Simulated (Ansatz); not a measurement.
# C2HBF2 (SMILES C#CB(F)F): HF/STO-3G

What is the electronic atomisation energy of C2HBF2 at HF/STO-3G? 

The results are computed with Ansatz 0.2.0.

36 further runs of the same task are left out: 36 set aside as unsound or not needed.

**1. The molecule**

C2HBF2: 6 atoms, total charge 0, spin state singlet. SMILES: `C#CB(F)F`. The shape is that of a PBE0-D4/def2-TZVP optimisation.

Bond lengths: C1–C2 1.203 Å, C2–B3 1.521 Å, B3–F4 1.316 Å, B3–F5 1.316 Å, C1–H6 1.066 Å. Angles: C1–C2–B3 180.0°, C2–B3–F4 121.1°, C2–B3–F5 121.1°, F4–B3–F5 117.8°, C2–C1–H6 180.0°.

**2. The energy at HF/STO-3G**

run.yaml

```yaml
crystal:
  periodic: [false, false, false]
  atoms:
    - {symbol: C, position_ang: [-0.883700, 0.450800, 1.253400]}
    - {symbol: C, position_ang: [-0.218600, 0.106200, 0.311700]}
    - {symbol: B, position_ang: [0.622000, -0.329200, -0.878400]}
    - {symbol: F, position_ang: [0.153600, -1.179500, -1.766600]}
    - {symbol: F, position_ang: [1.841700, 0.131700, -1.054100]}
    - {symbol: H, position_ang: [-1.473000, 0.756000, 2.087900]}
basis:
  gaussian:
    orbitals: STO-3G
output: {orbitals: {seedname: orbitals}}
magnetization:
  spin_polarized: false
  initial_magnetization: 0
accuracy: high
hamiltonian:
  xc: hf
```

Run with:

```bash
$ ansatz run run.yaml --threads 1 --pin off --max-ram 3480MiB --events-out events.jsonl --progress --plain --runs-dir runs
```

The log of the run:

```text
Warning: RAYON_NUM_THREADS=1 ignored (pool sized by the plan → 1); use --threads N
Functional definition: HF
  name "HF"
  exchange = exact_x
  correlation = 0
492 factors; integrals over basis functions are off by at most 5.0e-8 eV
mean field evaluation 1: about -8048.6421 eV, gradient 2.7e1 eV
mean field evaluation 2: about -8048.6980 eV, gradient 2.7e1 eV
mean field evaluation 4: about -8051.3067 eV, gradient 2.3e0 eV
mean field evaluation 8: about -8051.3211 eV, gradient 5.9e-2 eV
mean field -8051.32112343 eV, -295.8805939044 hartree, gradient 2.3e-8 eV, S^2 0.000000; 0 other end points of the search recorded, 0 dependent functions left out
reference -8051.32112343 eV, -295.8805939044 hartree; 18, 18 occupied and 8, 8 virtual orbitals, 492 factors
Total energy: -8051.32112343 eV, -295.8805939044 hartree
```

It took 0.18 s on 1 thread of Arm Neoverse V1, shared host.

**3. The B atom, same level**

in.yaml

```yaml
crystal:
  periodic: [false, false, false]
  atoms:
    - {symbol: B, position_ang: [0.000000, 0.000000, 0.000000]}
basis:
  gaussian:
    orbitals: STO-3G
magnetization:
  spin_polarized: true
  initial_magnetization: 1
hamiltonian:
  xc: hf
accuracy: high
```

Run the same way, it converges to -24.14899 Eh (log not shown).

**4. The C atom at the same level**

in.yaml

```yaml
crystal:
  periodic: [false, false, false]
  atoms:
    - {symbol: C, position_ang: [0.000000, 0.000000, 0.000000]}
basis:
  gaussian: {orbitals: STO-3G}
magnetization: {spin_polarized: true, initial_magnetization: 2}
hamiltonian: {xc: hf}
accuracy: high
```

Run the same way, it converges to -37.19839 Eh (log not shown).

**5. The F atom at the same level**

run.yaml

```yaml
crystal:
  periodic: [false, false, false]
  atoms:
    - symbol: F
      position_ang: [0.000000, 0.000000, 0.000000]
basis:
  gaussian:
    orbitals: STO-3G
magnetization:
  spin_polarized: true
  initial_magnetization: 1
hamiltonian:
  xc: hf
accuracy: high
```

Run the same way, it converges to -97.98651 Eh (log not shown).

**6. The H atom, same level**

run.yaml

```yaml
crystal:
  periodic: [false, false, false]
  atoms:
    - {symbol: H, position_ang: [0.000000, 0.000000, 0.000000]}
basis:
  gaussian: {orbitals: STO-3G}
accuracy: high
magnetization: {spin_polarized: true, initial_magnetization: 1}
hamiltonian: {xc: hf}
```

Run the same way, it converges to -0.46658 Eh (log not shown).

**7. Summary of results**

At HF/STO-3G:

```
                     quantity          value
       molecule: total energy  -295.88059 Eh
        molecule: HOMO energy       -9.52 eV
        molecule: LUMO energy        6.64 eV
      molecule: HOMO–LUMO gap       16.15 eV
         B atom: total energy   -24.14899 Eh
                 B atom: ⟨S²⟩          0.750
         C atom: total energy   -37.19839 Eh
                 C atom: ⟨S²⟩          2.000
         F atom: total energy   -97.98651 Eh
                 F atom: ⟨S²⟩          0.750
         H atom: total energy    -0.46658 Eh
                 H atom: ⟨S²⟩          0.750
electronic atomisation energy      24.360 eV
```

**Reading.** Taking the molecule apart into free atoms costs 24.36 eV (562 kcal/mol), before zero-point energy and without spin-orbit coupling. Hartree–Fock lacks the correlation of the bonding pairs, which as a rule makes this value much too low; in minimal bases other errors can mask that. In a minimal basis such a difference can be off by several eV, whatever the method.
